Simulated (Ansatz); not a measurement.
# GaH2SOF: a ladder of functionals and wavefunction methods

Aim: compute GaH2SOF with functionals from several rungs and with coupled cluster. The yardstick is the atomisation energy at the CCSD(T) limit.

Program: Ansatz 0.2.0, Gaussian basis. Level of theory: functionals in def2-TZVPP, the program's frozen cores in correlated methods. These are calculated values, not measurements.

Levels to be run: PBE-D4, r2SCAN-D4, PBE0-D4, B3LYP-D4, ωB97X-V, ωB97M-V, B2PLYP; CCSD(T)/def2-TZVPP; CCSD(T)/def2-QZVPP; extrapolation to the limit.

## (1) The relaxed structure

The geometry comes from an earlier relaxation with PBE0-D4/def2-TZVP; it is a stationary point.

SMILES `[OH][Ga]([F])[SH]`, 6 atoms, charge 0, spin multiplicity 1.

Atoms are counted from 1 here; the program's logs count them from 0.

Bond lengths: O1–Ga2 1.767 Å, O1–H5 0.960 Å, Ga2–F3 1.744 Å, Ga2–S4 2.179 Å, S4–H6 1.345 Å. Angles: Ga2–O1–H5 114.3°, O1–Ga2–F3 114.7°, O1–Ga2–S4 127.1°, F3–Ga2–S4 118.2°, Ga2–S4–H6 91.7°.

## (2) PBE-D4 (GGA)

in.yaml

```yaml
crystal:
  periodic: [false, false, false]
  atoms:
    - {symbol: O, position_ang: [-0.485510, 1.819390, -0.060111]}
    - {symbol: Ga, position_ang: [0.211818, 0.211482, 0.167193]}
    - {symbol: F, position_ang: [1.674502, 0.178488, 1.116057]}
    - {symbol: S, position_ang: [-0.562473, -1.676605, -0.597431]}
    - {symbol: H, position_ang: [-1.288930, 1.831005, -0.584943]}
    - {symbol: H, position_ang: [0.450593, -2.363760, -0.040764]}
basis:
  gaussian: {orbitals: def2-TZVPP}
hamiltonian: {xc: pbe, dispersion: d4}
output: {forces: true, orbitals: {seedname: orbitals}}
```

The run is started by

```bash
$ ansatz run in.yaml --threads 2 --pin off --events-out ev --progress --plain --max-ram 32768MiB --backend cpu
```

The runs that follow: r2SCAN-D4 (meta-GGA); PBE0-D4 (hybrid); B3LYP-D4 (hybrid); ωB97X-V (range-separated); ωB97M-V (range-separated); B2PLYP (double hybrid); CCSD(T) in def2-TZVPP; CCSD(T) in def2-QZVPP.

Q: Predict the results of all the runs planned. Wanted: atomisation energy, CCSD(T)/CBS; farthest; mean size of error, hybrid; mean size of error, range-separated; gap, smallest and largest; T1 diagnostic; triples share of the correlation energy.

**Answer**, as computed:

| quantity | value |
| --- | --- |
| atomisation energy, CCSD(T)/CBS | 20.587 eV |
| functionals within 0.206 eV (1.0 %) | PBE-D4, r2SCAN-D4, ωB97X-V |
| farthest | B3LYP-D4 (-0.571 eV) |
| mean size of error, hybrid | 0.528 eV |
| mean size of error, range-separated | 0.150 eV |
| gap, smallest and largest | 4.79 eV (PBE-D4), 11.49 eV (ωB97X-V) |
| T1 diagnostic | 0.0140 |
| triples share of the correlation energy | 3.7 % |

What this shows: PBE-D4 is off by +0.157 eV, about 0.031 eV a bond. Double hybrids carry the basis error of their MP2 part in triple zeta, and no dispersion term here, so their miss is partly the set-up's. The reference freezes the cores and leaves out relativity and excitations past (T), and its outer-core shells are covered unevenly, so misses under about 0.206 eV can't be ranked. Hartree-Fock recovers 67 % of the binding; the rest is correlation. Orbital gaps span 4.8 to 11.5 eV; exact exchange widens them. Correlated methods include outer-core shells of Ga, which these sets cover unevenly.
